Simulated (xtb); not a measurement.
# C2H3NOSi (SMILES N#C[SiH2]C=O): GFN-FF (ALPB acetone)

Wanted: a structure relaxation of C2H3NOSi. 

Program for the calculation: xtb 6.7.1.

6 further runs of the same task are left out: 6 set aside as unsound or not needed.

### 1 The structure to begin with

The species is C2H3NOSi (8 atoms), meant as a singlet with charge 0. As SMILES, `N#C[SiH2]C=O`. The shape is that of a GFN2-xTB optimisation. This is one conformer, not always the lowest. The run starts from this shape.

Bond lengths: N1–C2 1.146 Å, C2–Si3 1.867 Å, Si3–C4 1.925 Å, C4–O5 1.203 Å, Si3–H6 1.463 Å, Si3–H7 1.457 Å, C4–H8 1.112 Å. Angles: N1–C2–Si3 179.8°, C2–Si3–C4 103.9°, Si3–C4–O5 123.3°, C2–Si3–H6 107.0°, C2–Si3–H7 109.2°, C4–Si3–H6 108.5°, C4–Si3–H7 111.4°, Si3–C4–H8 117.3°, O5–C4–H8 119.4°, H6–Si3–H7 116.1°.

### 2 A geometry optimisation at GFN-FF (ALPB acetone)

Input file start.xyz:

```xyz
8

N     -1.61834    -1.45397     1.78383
C     -0.85240    -0.75708     1.29362
Si     0.39902     0.37819     0.49865
C      0.15716     0.08615    -1.38833
O      1.06667    -0.13291    -2.14434
H     -0.00757     1.74787     0.81194
H      1.73651    -0.00675     0.92876
H     -0.88105     0.13850    -1.78412
```

Started as:

```sh
$ xtb start.xyz --alpb acetone --gfnff -o > xtb.out
```

**Question.** What will come out? Wanted: steric energy; dipole moment; dispersion energy; solvent term in the energy.

Computed results:

Level: GFN-FF (ALPB acetone).

```
                           quantity         value
     steric energy (arbitrary zero)   -1.40574 Eh
dipole moment (from atomic charges)        2.24 D
                  dispersion energy  -9.07 kJ/mol
         solvent term in the energy  -40.9 kJ/mol
```

In words: At the final geometry: Bond lengths: N1–C2 1.155 Å, C2–Si3 1.794 Å, Si3–C4 1.855 Å, C4–O5 1.191 Å, Si3–H6 1.467 Å, Si3–H7 1.467 Å, C4–H8 1.079 Å. Angles: N1–C2–Si3 179.4°, C2–Si3–C4 117.8°, Si3–C4–O5 123.5°, C2–Si3–H6 113.6°, C2–Si3–H7 113.0°, C4–Si3–H6 105.1°, C4–Si3–H7 104.4°, Si3–C4–H8 118.1°, O5–C4–H8 118.5°, H6–Si3–H7 101.1°. The optimisation took 23 steps and changed the energy by -0.234 eV.
